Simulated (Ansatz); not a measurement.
# BClH5NOSi: the cost of one run

Program: Ansatz 0.2.0. Level of theory: RKS PBE-D4/def2-TZVP. These are calculated values, not measurements.

**1. Starting geometry**

SMILES `N[SiH](Cl)BO`, 10 atoms, charge 0, spin multiplicity 1.

Atoms are counted from 1 here; the program's logs count them from 0.

Bond lengths: N1–Si2 1.733 Å, N1–H6 1.024 Å, N1–H7 1.023 Å, Si2–Cl3 2.134 Å, Si2–B4 2.023 Å, Si2–H8 1.502 Å, B4–O5 1.362 Å, B4–H9 1.224 Å, O5–H10 0.976 Å. Angles: Si2–N1–H6 117.3°, Si2–N1–H7 120.7°, H6–N1–H7 110.7°, N1–Si2–Cl3 115.2°, N1–Si2–B4 109.7°, N1–Si2–H8 107.4°, Cl3–Si2–B4 101.6°, Cl3–Si2–H8 104.7°, B4–Si2–H8 118.4°, Si2–B4–O5 116.3°, Si2–B4–H9 123.3°, O5–B4–H9 120.3°, B4–O5–H10 112.8°.

Coordinates:

```tsv
atom	x (Å)	y (Å)	z (Å)
N1	-1.2556	-0.4939	-1.1101
Si2	-0.4305	-0.7254	0.3963
Cl3	0.9539	-2.3483	0.4356
B4	0.7833	0.8519	0.7574
O5	1.1067	1.6234	-0.3169
H6	-0.7180	-0.0909	-1.8829
H7	-1.9180	-1.1929	-1.4564
H8	-1.4645	-1.0826	1.4252
H9	1.2761	1.0823	1.8538
H10	1.7495	2.3252	-0.0994
```

This geometry comes from a loose relaxation at PBE in a small basis, which is not shown.

**3. Plan of the scan**

First coordinate, bond length O5–H10: 7 values from 0.857 to 1.217 Å. Second coordinate, angle H10–O5–B4: 7 values from 68.4 to 158.4 °.

Nothing else is relaxed (all other coordinates rigid). Energies count from the relaxed molecule at the same level. Points are written as (first, second).

(The set-up runs are not shown.)

**4. The run at (1.097 Å, 83.4°)**

Contents of input.yaml:

```yaml
crystal:
  periodic: [false, false, false]
  atoms:
    - { symbol: "N", position_ang: [-1.243571, -0.514467, -1.111706] }
    - { symbol: Si, position_ang: [-0.414922, -0.730629, 0.379241] }
    - { symbol: Cl, position_ang: [0.930654, -2.361821, 0.436969] }
    - { symbol: B, position_ang: [0.789806, 0.851525, 0.75479] }
    - { symbol: O, position_ang: [1.130973, 1.633476, -0.308641] }
    - { symbol: H, position_ang: [-0.743868, -0.099279, -1.893948] }
    - { symbol: H, position_ang: [-1.930537, -1.190765, -1.433575] }
    - { symbol: H, position_ang: [-1.438268, -1.072146, 1.411209] }
    - { symbol: H, position_ang: [1.247225, 1.087717, 1.849467] }
    - { symbol: H, position_ang: [1.742979, 2.158317, 0.435268] }
basis:
  gaussian: { orbitals: def2-TZVP }
hamiltonian:
  xc: pbe
  dispersion: d4
output:
  forces: true
```

On the command line:

```sh
$ ansatz run input.yaml --threads 1 --pin off --max-ram 2560MiB --backend cpu --events-out ev --progress --plain --runs-dir out
```

Q: Estimate wall time and peak memory on 1 thread of Arm Neoverse V2, shared host.

About 6.7 s, with a peak of 0.23 GiB.
